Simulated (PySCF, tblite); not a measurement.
**C6H6FNO: geometry, infrared bands and NMR shifts**

What infrared bands and NMR shifts should C6H6FNO (`N#CC1=C[C@H](F)COC1`) show?

Computed with tblite 0.8.0 and PySCF 2.14.0, with density-fitted response routines of our own, on a single molecule in the gas phase. Atoms are numbered from 0 throughout.

## 1. The molecule as given

15 atoms, charge 0, multiplicity 1; geometry from: force field or distance geometry start.

Bonds of the start (Å): N0–C1 1.17, C1–C2 1.43, C2–C3 1.34, C3–C4 1.51, C4–F5 1.36, C4–C6 1.51, C6–O7 1.37, O7–C8 1.37, C8–C2 1.50, C3–H9 1.07, C4–H10 1.13, C6–H11 1.12, C6–H12 1.14, C8–H13 1.11, C8–H14 1.13.

## 2. Optimising the geometry with GFN2-xTB

What the job is given:

```
{"job": {"kind": "relax", "xc": "GFN2-xTB", "basis": "xTB"}, "charge": 0, "multiplicity": 1}
N      3.393600     1.404400    -0.023800
C      2.315100     0.959900    -0.121700
C      1.004100     0.391300    -0.195300
C     -0.067700     1.177100    -0.027500
C     -1.397400     0.461400    -0.127900
F     -2.433300     1.240200     0.288000
C     -1.177300    -0.783200     0.706800
O     -0.205700    -1.627400     0.242200
C      0.808700    -1.062600    -0.489700
H     -0.008300     2.226000     0.199500
H     -1.520100     0.100900    -1.190800
H     -2.134800    -1.335000     0.906400
H     -0.801600    -0.376500     1.702500
H      1.742900    -1.646200    -0.326600
H      0.477300    -1.122200    -1.563900
```

Launch:

```sh
> OMP_NUM_THREADS=1 python probes_run.py task.json out
```

One launch serves the whole session: the jobs run in the order shown.

**Question.** This job is followed by: GFN2-xTB harmonic vibrations, gas phase; GIAO PBE0/pcSseg-1 NMR shielding, non-relativistic, gas phase. What will the session give for the following? strongest single infrared mode (GFN2-xTB); zero-point energy (GFN2-xTB); ¹³C shifts against TMS (PBE0/pcSseg-1); ¹H shifts against TMS (PBE0/pcSseg-1); ¹⁵N shifts against NH3 (PBE0/pcSseg-1); ¹⁹F shifts against CFCl3 (PBE0/pcSseg-1); ¹⁷O shifts against H2O (PBE0/pcSseg-1).

The runs gave:

| quantity | value |
| --- | --- |
| strongest single infrared mode (GFN2-xTB) | 2376 cm⁻¹, 176 km/mol |
| zero-point energy (GFN2-xTB) | 68.3 kcal/mol |
| ¹³C shifts against TMS (PBE0/pcSseg-1) | 152.4, 121.9, 120.2, 85.0, 69.8, 69.4 ppm |
| ¹H shifts against TMS (PBE0/pcSseg-1) | 7.14, 5.36, 4.44, 4.36, 4.27, 3.52 ppm |
| ¹⁵N shifts against NH3 (PBE0/pcSseg-1) | 323.9 ppm |
| ¹⁹F shifts against CFCl3 (PBE0/pcSseg-1) | -231.3 ppm |
| ¹⁷O shifts against H2O (PBE0/pcSseg-1) | 32.7 ppm |

**Reading.** Over 74 steps the energy fell by 0.520 eV; of the close pairs, C6–H12 changed most, 1.139 to 1.100 Å. No mode is imaginary among the 39: a minimum at this level. The strongest single mode, at 2376 cm⁻¹, moves mainly C1 and N0. Unscaled tight-binding wavenumbers are off by several per cent, some by more. Its intensities can rank the bands wrongly. H9 (hydrogen on an alkene CH) lies farthest downfield among hydrogen, at 7.14 ppm; attached to an sp2 carbon and in the plane of the double bond. At PBE0/pcSseg-1: The widest tensor belongs to N0: span 440 ppm, with a paramagnetic part of -396 ppm.
